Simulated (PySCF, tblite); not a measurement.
# C7H14O: geometry, infrared bands and NMR shifts

What infrared bands and NMR shifts should C7H14O (`C=CC[C@H](CC)OC`) show?

Computed with tblite 0.8.0 and PySCF 2.14.0, with density-fitted response routines of our own, on a single molecule in the gas phase. Atoms are numbered from 0 throughout.

### Step 1. Starting geometry

22 atoms, charge 0, multiplicity 1; geometry from: force field or distance geometry start.

Bonds of the start (Å): C0–C1 1.35, C1–C2 1.51, C2–C3 1.56, C3–C4 1.54, C4–C5 1.53, C3–O6 1.43, O6–C7 1.42, C0–H8 1.08, C0–H9 1.08, C1–H10 1.08, C2–H11 1.10, C2–H12 1.09, C3–H13 1.10, C4–H14 1.10, C4–H15 1.10, C5–H16 1.09, C5–H17 1.09, C5–H18 1.10, C7–H19 1.09, C7–H20 1.10, C7–H21 1.10.

### Step 2. Geometry optimisation with GFN2-xTB

The job: settings as JSON, then the geometry in Å.

```
{"job": {"kind": "relax", "xc": "GFN2-xTB", "basis": "xTB"}, "charge": 0, "multiplicity": 1}
C      3.157800    -0.018100    -0.346100
C      1.965700     0.614200    -0.240200
C      0.996300     0.366900     0.888100
C     -0.425200    -0.035000     0.400500
C     -0.395900    -1.363600    -0.373000
C     -1.800800    -1.872200    -0.699700
O     -1.019600     0.963800    -0.430700
C     -1.516000     2.083700     0.295400
H      3.817100     0.200000    -1.175900
H      3.474700    -0.755400     0.382400
H      1.680000     1.341600    -0.983700
H      0.919300     1.293800     1.467900
H      1.363300    -0.397200     1.578400
H     -1.053200    -0.190300     1.291800
H      0.130500    -1.216800    -1.329200
H      0.136300    -2.127200     0.205500
H     -1.736500    -2.819600    -1.232100
H     -2.346900    -1.168800    -1.324700
H     -2.369800    -2.032900     0.226700
H     -0.706700     2.641100     0.769800
H     -2.027900     2.747800    -0.415000
H     -2.253000     1.763700     1.043000
```

Run with:

```sh
> OMP_NUM_THREADS=1 python probes_run.py task.json out
```

One launch serves the whole session: the jobs run in the order shown.

**Question.** This job is followed by: GFN2-xTB harmonic vibrations, gas phase; GIAO PBE0/pcSseg-1 NMR shielding, non-relativistic, gas phase. Predict these results of the whole session: strongest single infrared mode (GFN2-xTB); zero-point energy (GFN2-xTB); 13C shifts against TMS (PBE0/pcSseg-1); 1H shifts against TMS (PBE0/pcSseg-1, means over atoms taken as alike); 17O shifts against H2O (PBE0/pcSseg-1).

The runs gave:

| quantity | value |
| --- | --- |
| strongest single infrared mode (GFN2-xTB) | 2813 cm⁻¹, 85 km/mol |
| zero-point energy (GFN2-xTB) | 121.6 kcal/mol |
| 13C shifts against TMS (PBE0/pcSseg-1) | 144.2, 122.0, 85.6, 58.7, 40.4, 33.1, 13.5 ppm |
| 1H shifts against TMS (PBE0/pcSseg-1, means over atoms taken as alike) | 6.34, 5.33, 5.33, 3.58, 3.12, 3.00, 1.64, 1.62, 1.04, 1.02 ppm |
| 17O shifts against H2O (PBE0/pcSseg-1) | 32.5 ppm |

What this shows: The optimisation took 52 steps and gained 0.098 eV; among the close pairs (by a distance rule), C0–C1 changed most, from 1.354 to 1.319 Å. All 60 modes are real, so the xTB geometry is a minimum. The strongest single mode, at 2813 cm⁻¹, moves mainly H13. GFN2-xTB is a fitted tight-binding method: band positions and strengths are rough. Its intensities can rank the bands wrongly. C1 (alkene CH) lies farthest downfield among carbon, at 144.2 ppm; the olefinic region. H10 (hydrogen on an alkene CH) lies farthest downfield among hydrogen, at 6.34 ppm; a vinylic proton, deshielded by the sp2 carbon and the C=C anisotropy. At PBE0/pcSseg-1: The largest span, 251 ppm, is at C1, where the paramagnetic term is -214 ppm.
